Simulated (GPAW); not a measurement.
Set up this calculation in GPAW 26.7.0, as an ASE script.

* Task: single point
* Functional: PBEsol
* Potentials or basis: PAW data sets generated in the run's folder for this functional
* Cutoff: 600 eV
* Basis: pw
* k mesh: 7 × 7 × 7
* Occupations: fermi-dirac, width 0.05 eV
* Spin: no spin polarisation
* Maxiter: 150

The system is BiTe.

```
CELL_PARAMETERS angstrom
0.00000 3.23500 3.23500
3.23500 0.00000 3.23500
3.23500 3.23500 0.00000
ATOMIC_POSITIONS crystal
Bi 0.00000 0.00000 0.00000
Te 0.50000 0.50000 0.50000
```

These files were run (other wordings do the same):

run.py

```python
from ase import Atoms
from ase.dft.bandgap import bandgap
from ase.io import write
from ase.units import GPa
from gpaw import GPAW, PW, setup_paths

setup_paths.insert(0, '.')

atoms = Atoms(['Bi', 'Te'],
              cell=[[0.0, 3.235, 3.235],
                    [3.235, 0.0, 3.235],
                    [3.235, 3.235, 0.0]],
              scaled_positions=[[0.0, 0.0, 0.0],
                                [0.5, 0.5, 0.5]],
              pbc=True)

calc = GPAW(mode=PW(600),
            xc='PBEsol',
            kpts={'size': (7, 7, 7), 'gamma': True},
            occupations={'name': 'fermi-dirac', 'width': 0.05},
            nbands=20,
            convergence={'density': 1e-05, 'energy': 1e-05},
            maxiter=150,
            txt='gpaw.txt')
atoms.calc = calc
energy = atoms.get_potential_energy()
forces = atoms.get_forces()
stress = atoms.get_stress()
calc.write('gs.gpw')
write('result.traj', atoms)
print(f'Energy: {energy:.6f} eV')
print('Forces (eV/A):')
print(forces.round(4))
print('Stress (GPa):', (stress / GPa).round(3))
print('Fermi level:', round(calc.get_fermi_level(), 4), 'eV')
print(f'Gap: {bandgap(calc)[0]:.4f} eV, direct: {bandgap(calc, direct=True)[0]:.4f} eV')
```

Potentials or basis: PAW data sets generated in the run's folder for this functional, pw.

Command:

```console
$ gpaw-setup -f PBEsol Bi Te
$ OMP_NUM_THREADS=1 python run.py
```

It gave:

- Pressure: -1.8 GPa
- Band gap on the k mesh: none (metal or under the smearing width)

Caveat: spin-orbit coupling is left out, which moves the levels of the heavy elements.

Run time: 25 s on 1 thread of Arm Neoverse V1, with other jobs on the host, peak memory 0.17 GiB.
